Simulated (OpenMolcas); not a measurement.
**Ho²⁺ among point charges: CASSCF levels and susceptibility**

Aim: the splitting of the states of Ho²⁺ in the field of 6 point charges, its lowest levels with spin-orbit coupling and its magnetic susceptibility.

Method: state-averaged CASSCF, spin-orbit coupling by RASSI with atomic mean-field integrals. Code: OpenMolcas 26.06.

## Step 1: The system

* Species: Ho²⁺ (holmium, Z = 67, 65 electrons)
* Basis: ANO-RCC-VDZP [7s6p4d2f1g], 68 functions
* Scalar Hamiltonian: DKH2, point nucleus
* Inactive shells: 1s 2s 2p 3s 3p 3d 4s 4p 4d 5s 5p
* Active space: 11 electrons in 7 orbitals (4f)
* Some configurations of this space: 4f¹¹
* Orbitals: optimised for the highest spin of each parity, averaged over all roots

Outer shells as boxes (Hund's rule):

4f11
```
4f [↑↓][↑↓][↑↓][↑↓][↑ ][↑ ][↑ ]
```

The ion sits among 6 point charges of -1.5 e arranged as an octahedron (Oh), 2.79 Å from the ion.

Each step is its own input file, run in one work folder so that later steps find the files of earlier ones. Labels, J, g values, rates, χT and fits are worked out afterwards by a script from the matrices that RASSI stores. The input lists half of the charges; inversion (Group=XYZ) makes the rest.

## Step 2: One- and two-electron integrals

Input file a.inp:

```
&GATEWAY
Coord
1

Ho 0.0 0.0 0.0
Basis=ANO-RCC-VDZP
Group=XYZ
NoMove
AngMom=0.0 0.0 0.0
AMFI
XField
3 Angstrom 0
2.790000 0.000000 0.000000 -1.500000
0.000000 2.790000 0.000000 -1.500000
0.000000 0.000000 2.790000 -1.500000
&SEWARD
```

The run is started by

```sh
$ OMP_NUM_THREADS=1 MOLCAS_MEM=2252 MOLCAS_PROJECT=a pymolcas a.inp > a.log
```

## Step 3: Reference wave functions, quartets of odd parity, 35 roots

Input file a.inp:

```
&RASSCF
FileOrb=start.orb
Symmetry=2
Spin=4
nActEl=11 0 0
Inactive=15 12
Ras2=0 7
CIRoot=35 35 1
SDav=35
CIMx=300
Iter=120 100
PrWF=0.3
OrbListing=Nothing
MaxOrb=0
>>> COPY $Project.JobIph JOB001
```

start.orb holds the contracted functions of the basis, ordered by shell, or the orbitals of the step before.

## Step 4: Reference wave functions, doublets of odd parity, 112 roots

Input file a.inp:

```
&RASSCF
FileOrb=start.orb
Symmetry=2
Spin=2
nActEl=11 0 0
Inactive=15 12
Ras2=0 7
CIRoot=112 112 1
SDav=112
CIMx=300
Iter=120 100
PrWF=0.3
OrbListing=Nothing
MaxOrb=0
CIOnly
>>> COPY $Project.JobIph JOB002
```

## Step 5: State interaction with spin-orbit coupling

Input file a.inp:

```
&RASSI
NrOfJobIphs=2 35 73
1 2 3 4 5 6 7 8 9 10 11 12 13 14 15 16 17 18 19 20 21 22 23 24 25 26 27
28 29 30 31 32 33 34 35
1 2 3 4 5 6 7 8 9 10 11 12 13 14 15 16 17 18 19 20 21 22 23 24 25 26 27
28 29 30 31 32 33 34 35 36 37 38 39 40 41 42 43 44 45 46 47 48 49 50 51
52 53 54 55 56 57 58 59 60 61 62 63 64 65 66 67 68 69 70 71 72 73
IphNames
JOB001
JOB002
EJob
SpinOrbit
DIPRint=1.0
SOCoupling=1000.0
Subsets=2
Property=9
'ANGMOM' 1 'ANGMOM' 2 'ANGMOM' 3 'MLTPL  1' 1 'MLTPL  1' 2 'MLTPL  1' 3
'AMFI' 1 'AMFI' 2 'AMFI' 3
SOProperty=3
'ANGMOM' 1 'ANGMOM' 2 'ANGMOM' 3
```

Before running it: what results should come out? Wanted: spin-free ground state; first state of the same spin within the active space; lowest level; next level.

The runs gave:

| quantity | value |
| --- | --- |
| method | CASSCF |
| spin-free ground state | 4A1, 1-fold in its orbital part |
| first state of the same spin within the active space | 4T1 at 17.7 cm⁻¹ |
| lowest level | 4-fold Γ8 |
| next level | 27.0 cm⁻¹ |
| χT at 300 K | 11.43 cm³ K/mol |
| effective moment at 300 K | 9.56 μB |

In words: The spin-free ground state (4A1) comes to 100 % from free-ion I terms and keeps the highest spin of the shell. The doublets rest on orbitals optimised for another spin in at least one step, which raises them against the optimised states. Not all states of the active space went into the spin-orbit step. High states of lower spin are left out of the spin-orbit mixing, and CASSCF puts spin-flip levels too high. Point charges carry no covalency, so the field is a model and not that of real ligands.
